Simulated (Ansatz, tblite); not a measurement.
# B8P7 zinc blende off disc (B8P7H24−): a ladder of methods and basis sets

Aim: run the singlet of B8P7 zinc blende off disc (B8P7H24−) at one geometry on many levels, and compare frontier levels, spin and run time.

Computed with Ansatz 0.2.0, Gaussian basis. Level: as each input shows.

Levels to be run: GFN1-xTB, GFN2-xTB, PBE-D4/def2-TZVP, r2SCAN-D4/def2-TZVP, B3LYP-D4/def2-TZVP, BHLYP-D4/def2-TZVP, LC-ωPBE/def2-TZVP, PBE-D4/def2-SVP, PBE0-D4/def2-SVP, HF/6-31G, B3LYP-D4/6-31G, CCSD(T)/def2-SVP, RPA/def2-SVP.

## 1. The geometry

The singlet was relaxed beforehand with r2SCAN-D4/def2-SVP.

39 atoms, charge -1, spin multiplicity 1.

Bond lengths: B1–P9 1.949 Å, B1–P10 1.962 Å, B1–H16 1.221 Å, B1–H17 1.223 Å, B2–P11 1.949 Å, B2–P12 1.962 Å, B2–H18 1.221 Å, B2–H19 1.223 Å, B3–P9 1.943 Å, B3–P11 1.943 Å, B3–P15 1.978 Å, B3–H20 1.220 Å, B4–P10 1.964 Å, B4–P15 1.974 Å, B4–H21 1.222 Å, B4–H22 1.222 Å, B5–P12 1.964 Å, B5–P15 1.974 Å and more. Angles: P9–B1–P10 107.3°, P9–B1–H16 108.9°, P9–B1–H17 103.9°, P10–B1–H16 113.1°, P10–B1–H17 108.8°, H16–B1–H17 114.3°, P11–B2–P12 107.3°, P11–B2–H18 108.9°, P11–B2–H19 103.9°, P12–B2–H18 113.1°, P12–B2–H19 108.8°, H18–B2–H19 114.3°, P9–B3–P11 112.7°, P9–B3–P15 113.2°, P9–B3–H20 105.8°, P11–B3–P15 113.2°, P11–B3–H20 105.8°, P15–B3–H20 105.2° and more.

The ion is computed in the gas phase, without counter-ions or solvent.

PBE0-D4/def2-TZVP was run before; its log isn't repeated, and its numbers join the tables.

## 2. GFN1-xTB

Tight binding, by tblite at 300 K electronic temperature and without a spin-polarisation term:

```python
tblite.interface.Calculator('GFN1-xTB', numbers, positions, charge=-1, uhf=0).singlepoint()
```

Energy -1164.5222 eV, HOMO -7.02 eV, LUMO -2.24 eV; 0.11 s.

## 3. GFN2-xTB

Tight binding, by tblite at 300 K electronic temperature and without a spin-polarisation term:

```python
tblite.interface.Calculator('GFN2-xTB', numbers, positions, charge=-1, uhf=0).singlepoint()
```

Energy -1092.5393 eV, HOMO -6.18 eV, LUMO -2.77 eV; 0.073 s.

## 4. PBE-D4/def2-TZVP

start.molden holds the orbitals of an earlier run on this state, given as this run's starting guess.

in.yaml

```yaml
crystal:
  periodic: [false, false, false]
  atoms:
    - {symbol: B, position_ang: [-3.520234, 1.186664, -0.194184]}
    - {symbol: B, position_ang: [1.187714, -3.519926, -0.185259]}
    - {symbol: B, position_ang: [-1.186998, -1.187157, -0.030797]}
    - {symbol: B, position_ang: [-1.167098, 1.170602, 2.093329]}
    - {symbol: B, position_ang: [1.166161, -1.162776, 2.098203]}
    - {symbol: B, position_ang: [1.187136, 1.187159, -0.034386]}
    - {symbol: B, position_ang: [-1.187838, 3.519120, -0.198810]}
    - {symbol: B, position_ang: [3.520255, -1.187498, -0.187987]}
    - {symbol: P, position_ang: [-2.507283, -0.222841, -1.079853]}
    - {symbol: P, position_ang: [-2.246756, 2.247707, 0.855467]}
    - {symbol: P, position_ang: [-0.219937, -2.508639, -1.075754]}
    - {symbol: P, position_ang: [2.246179, -2.244647, 0.864851]}
    - {symbol: P, position_ang: [0.220538, 2.504746, -1.084691]}
    - {symbol: P, position_ang: [2.507883, 0.218905, -1.079246]}
    - {symbol: P, position_ang: [-0.000231, 0.001896, 1.012617]}
    - {symbol: H, position_ang: [-4.107038, 1.843236, -1.039934]}
    - {symbol: H, position_ang: [-4.255787, 0.582758, 0.573302]}
    - {symbol: H, position_ang: [1.846327, -4.107943, -1.028578]}
    - {symbol: H, position_ang: [0.582123, -4.254387, 0.581956]}
    - {symbol: H, position_ang: [-1.818627, -1.817655, 0.801224]}
    - {symbol: H, position_ang: [-1.906997, 0.457614, 2.754613]}
    - {symbol: H, position_ang: [-0.452823, 1.911875, 2.751701]}
    - {symbol: H, position_ang: [0.451717, -1.901470, 2.759279]}
    - {symbol: H, position_ang: [1.905971, -0.447246, 2.756861]}
    - {symbol: H, position_ang: [1.818324, 1.820618, 0.795718]}
    - {symbol: H, position_ang: [-1.846056, 4.103809, -1.044741]}
    - {symbol: H, position_ang: [-0.582866, 4.256581, 0.566011]}
    - {symbol: H, position_ang: [4.107416, -1.847133, -1.031100]}
    - {symbol: H, position_ang: [4.255488, -0.580924, 0.577698]}
    - {symbol: H, position_ang: [-3.398077, -1.163254, -1.673335]}
    - {symbol: H, position_ang: [-1.897880, 0.236999, -2.282635]}
    - {symbol: H, position_ang: [-3.087775, 3.090247, 1.633748]}
    - {symbol: H, position_ang: [-1.158577, -3.400651, -1.670205]}
    - {symbol: H, position_ang: [0.242515, -1.900691, -2.278271]}
    - {symbol: H, position_ang: [3.086761, -3.084346, 1.646672]}
    - {symbol: H, position_ang: [-0.241047, 1.892273, -2.285244]}
    - {symbol: H, position_ang: [1.159366, 3.394738, -1.681853]}
    - {symbol: H, position_ang: [1.898979, -0.245338, -2.280590]}
    - {symbol: H, position_ang: [3.399083, 1.156976, -1.675817]}
basis:
  gaussian: {orbitals: def2-TZVP, fitting: {mean_field: def2-universal-jkfit}, initial_orbitals: start.molden}
total_charge: -1
hamiltonian: {xc: pbe, dispersion: d4}
scf: {omitted_lower_state_checks: [starts]}
output: {orbitals: {seedname: orbitals}}
```

The run is started by

```console
$ ansatz run in.yaml --threads 2 --pin off --events-out ev --progress --plain --max-ram 32768MiB --backend cuda --devices 0, --max-vram 18GiB
```

Further steps of the session: r2SCAN-D4/def2-TZVP; B3LYP-D4/def2-TZVP; BHLYP-D4/def2-TZVP; LC-ωPBE/def2-TZVP; PBE-D4/def2-SVP; PBE0-D4/def2-SVP; HF/6-31G; B3LYP-D4/6-31G; CCSD(T)/def2-SVP; RPA/def2-SVP.

**Question.** What will the summary of the whole plan be? Wanted: gap in def2-TZVP, named functionals, smallest and largest; correlation energy, CCSD(T)/def2-SVP; PBE0 total energy, smallest basis above largest.

As calculated:

| quantity | value |
| --- | --- |
| gap in def2-TZVP, named functionals, smallest and largest | 4.21 eV (PBE-D4), 10.41 eV (LC-ωPBE) |
| correlation energy, CCSD(T)/def2-SVP | -54.33 eV |
| PBE0 total energy, smallest basis above largest | 27.96 eV (def2-SVP, def2-TZVP) |

In words: Orbital gaps of the named functionals in def2-TZVP span 4.21 eV (PBE-D4) to 10.41 eV (LC-ωPBE); exact exchange widens it.
